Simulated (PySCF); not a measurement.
# C8H11Br: the cost of one run

Computed with PySCF 2.14.0 and routines of our own; the level stands in each step. Atoms count from 0.

## Step 1: The starting structure

20 atoms, charge 0, multiplicity 1; geometry from: GFN2-xTB.

## Step 2: Optimising the geometry at PBE0-D3(BJ)/def2-SVP

What the job is given:

```
{"job": {"xc": "PBE0", "basis": "def2-SVP", "d3": "d3bj", "grid": 2, "kind": "geom"}, "charge": 0, "multiplicity": 1}
Br     1.109744     2.221702     2.393488
C      0.900481     1.440324     0.640001
C     -0.149837     1.681799    -0.081816
C     -1.220906     1.472219    -0.784658
C     -2.006248     0.207792    -0.543091
C     -1.203047    -0.824582     0.254712
C      0.115041    -1.245571    -0.430843
C      1.396332    -0.967779     0.371159
C      1.948602     0.459361     0.207499
H     -1.566415     2.143408    -1.556371
H     -2.932081     0.441994    -0.009358
H     -2.283828    -0.206647    -1.516288
H     -1.834646    -1.702996     0.399727
H     -0.992615    -0.417014     1.243987
H      0.076429    -2.319577    -0.622288
H      0.196773    -0.752174    -1.400799
H      2.174436    -1.659273     0.039328
H      1.212346    -1.165079     1.429554
H      2.200031     0.631217    -0.841927
H      2.854259     0.571555     0.804948
```

On the command line:

```bash
$ OMP_NUM_THREADS=1 python excited_run.py task.json out
```

The driver reads the jobs from task.json and runs them one after another.

**Question.** How long does this first job take on 1 thread of Arm Neoverse V2, shared host, and how much memory does it need?

About 3.2 min, with a peak of 1 GiB.
